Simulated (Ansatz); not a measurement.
# GaNCl (doublet): wave-function methods side by side at a displaced geometry (v1), cc-pVDZ

Aim: climb from Hartree-Fock through coupled cluster for GaNCl (doublet) at one geometry and basis, and see what each rung misses.

Computed with Ansatz 0.2.0, Gaussian basis. Level: cc-pVDZ, core rule «outside noble gas», up to 20 orbitals frozen.

The runs, in order: UHF; CCSD(T) on ROHF; CCSD(T) on UHF; BCCD(T) on ROHF; CISD; CCSDT(Q) on ROHF; CCSDT(Q) on UHF.

33 further runs of the same task are left out: 10 for a known fault of the program, 13 that didn't finish, 10 set aside as unsound or not needed.

## 1. The geometry

The geometry is a PBE0/def2-TZVP stationary point (not a proven minimum) with its atoms shifted at random (size 0.040 Å). No spin-orbit coupling is included. The filled d shell of Ga may be among the frozen orbitals whatever the setting's name suggests; the logs give the count.

3 atoms, charge 0, spin multiplicity 2.

Atoms are counted from 1 here; the program's logs count them from 0.

Bond lengths: Cl1–Ga2 2.113 Å, Ga2–N3 1.803 Å. Angles: Cl1–Ga2–N3 177.2°.

## 2. UHF

File in.yaml:

```yaml
crystal:
  periodic: [false, false, false]
  atoms:
    - {symbol: Cl, position_ang: [-0.015433, -0.009008, 2.009040]}
    - {symbol: Ga, position_ang: [-0.016266, -0.025151, -0.103813]}
    - {symbol: N, position_ang: [0.031698, 0.034159, -1.905227]}
basis:
  gaussian: {orbitals: cc-pVDZ}
magnetization: {spin_polarized: true, initial_magnetization: 1}
hamiltonian: {xc: hf}
output: {orbitals: {seedname: orbitals}}
```

Launch:

```sh
$ ansatz run in.yaml --threads 1 --pin off --events-out ev --progress --plain --max-ram 2393MiB
```

The runs that follow: CCSD(T) on ROHF; CCSD(T) on UHF; BCCD(T) on ROHF; CISD; CCSDT(Q) on ROHF; CCSDT(Q) on UHF.

Q: Predict the results of all the runs planned. Wanted: RCCSDT(Q) below the RHF energy; RMP2 from RCCSDT(Q); UMP2 from RCCSDT(Q); RCCSD from RCCSDT(Q); RCCSD(T) from RCCSDT(Q); UCCSD(T) from RCCSDT(Q); UCCSDT(Q) from RCCSDT(Q); T1 diagnostic.

**Answer**, as computed:

| quantity | value |
| --- | --- |
| RCCSDT(Q) below the RHF energy | -10.2139 eV |
| RMP2 from RCCSDT(Q) | +1154.6 meV |
| UMP2 from RCCSDT(Q) | +1741.5 meV |
| RCCSD from RCCSDT(Q) | +482.2 meV |
| RCCSD(T) from RCCSDT(Q) | +87.6 meV |
| UCCSD(T) from RCCSDT(Q) | +129.8 meV |
| UCCSDT(Q) from RCCSDT(Q) | -14.5 meV |
| levels within 1 kcal/mol (43 meV) | RCCSDT, UCCSDT(Q) |
| T1 diagnostic | 0.035 |

In words: RCCSD(T) misses by +87.6 meV, 0.9 % of the correlation energy. CCSD(T) misses by +87.6 meV on the restricted determinant and by +129.8 meV on the unrestricted one; the two need not hold the same state or core. These misses are within one basis, not against nature; the frozen cores of restricted and unrestricted runs differ, which can shift their rows.
